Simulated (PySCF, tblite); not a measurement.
**C₆H₉ClSi: geometry, infrared bands and NMR shifts**

Aim: predict the infrared bands and NMR shifts of C₆H₉ClSi (`C=CCC#C[SiH2]CCl`).

The runs use tblite 0.8.0 and PySCF 2.14.0, with density-fitted response routines of our own; the level of theory stands in each step. All values are computed, except where a source is named. Atoms count from 0, in the outputs and in this text.

### Step 1. The molecule as given

17 atoms, charge 0, multiplicity 1; geometry from: force field or distance geometry start.

Bonds of the start (Å): C0–C1 1.34, C1–C2 1.50, C2–C3 1.46, C3–C4 1.20, C4–Si5 1.87, Si5–C6 1.84, C6–Cl7 1.79, C0–H8 1.09, C0–H9 1.09, C1–H10 1.09, C2–H11 1.10, C2–H12 1.11, Si5–H13 1.49, Si5–H14 1.50, C6–H15 1.10, C6–H16 1.10.

### Step 2. Relaxing the molecule with GFN2-xTB

The job: settings as JSON, then the geometry in Å.

```
{"job": {"kind": "relax", "xc": "GFN2-xTB", "basis": "xTB"}, "charge": 0, "multiplicity": 1}
C     -3.437500    -0.277100     0.810600
C     -2.637000    -0.349000    -0.259800
C     -1.786900     0.776100    -0.765100
C     -0.374000     0.427000    -0.703600
C      0.790000     0.125900    -0.628300
Si     2.601300    -0.342400    -0.529600
C      2.931900    -1.465400     0.895000
Cl     4.666700    -1.880800     0.963900
H     -3.543200     0.637600     1.387700
H     -4.032000    -1.135200     1.134300
H     -2.571600    -1.295600    -0.796100
H     -2.082300     0.980900    -1.805400
H     -1.982800     1.699200    -0.188100
H      3.004700    -0.991100    -1.809100
H      3.403600     0.914500    -0.398600
H      2.368300    -2.402600     0.825800
H      2.673700    -0.998200     1.856400
```

Launch:

```
OMP_NUM_THREADS=1 python probes_run.py task.json out
```

One launch serves the whole session: the jobs run in the order shown.

**Question.** This job is followed by: GFN2-xTB harmonic vibrations, gas phase; GIAO PBE0/pcSseg-1 NMR shielding, non-relativistic, gas phase. What will the session give for the following? strongest single infrared mode (GFN2-xTB); zero-point energy (GFN2-xTB); 13C shifts against TMS (PBE0/pcSseg-1); 1H shifts against TMS (PBE0/pcSseg-1, means over atoms taken as alike); 29Si shifts against TMS (PBE0/pcSseg-1); 35Cl shifts against HCl (PBE0/pcSseg-1).

The runs gave:

| quantity | value |
| --- | --- |
| strongest single infrared mode (GFN2-xTB) | 710 cm⁻¹, 374 km/mol |
| zero-point energy (GFN2-xTB) | 76.8 kcal/mol |
| 13C shifts against TMS (PBE0/pcSseg-1) | 141.8, 124.1, 116.5, 82.6, 31.4, 29.5 ppm |
| 1H shifts against TMS (PBE0/pcSseg-1, means over atoms taken as alike) | 6.08, 5.42, 5.39, 4.41, 3.14, 3.10 ppm |
| 29Si shifts against TMS (PBE0/pcSseg-1) | -68.3 ppm |
| 35Cl shifts against HCl (PBE0/pcSseg-1) | 15 ppm |

In words: Relaxing lowered the energy by 0.134 eV in 52 steps; the close pair that moved most is Si5–C6, from 1.844 to 1.915 Å. No mode is imaginary among the 45: a minimum at this level. The strongest single mode, at 710 cm⁻¹, is carried by H13, H14, Si5. GFN2-xTB is a fitted tight-binding method: band positions and strengths are rough. Its intensities can rank the bands wrongly. C1 (alkene CH) lies farthest downfield among carbon, at 141.8 ppm; the olefinic region. H10 (hydrogen on an alkene CH) lies farthest downfield among hydrogen, at 6.08 ppm; a vinylic proton, deshielded by the sp2 carbon and the C=C anisotropy. At PBE0/pcSseg-1: The largest span, 295 ppm, is at C3, where the paramagnetic term is -205 ppm.
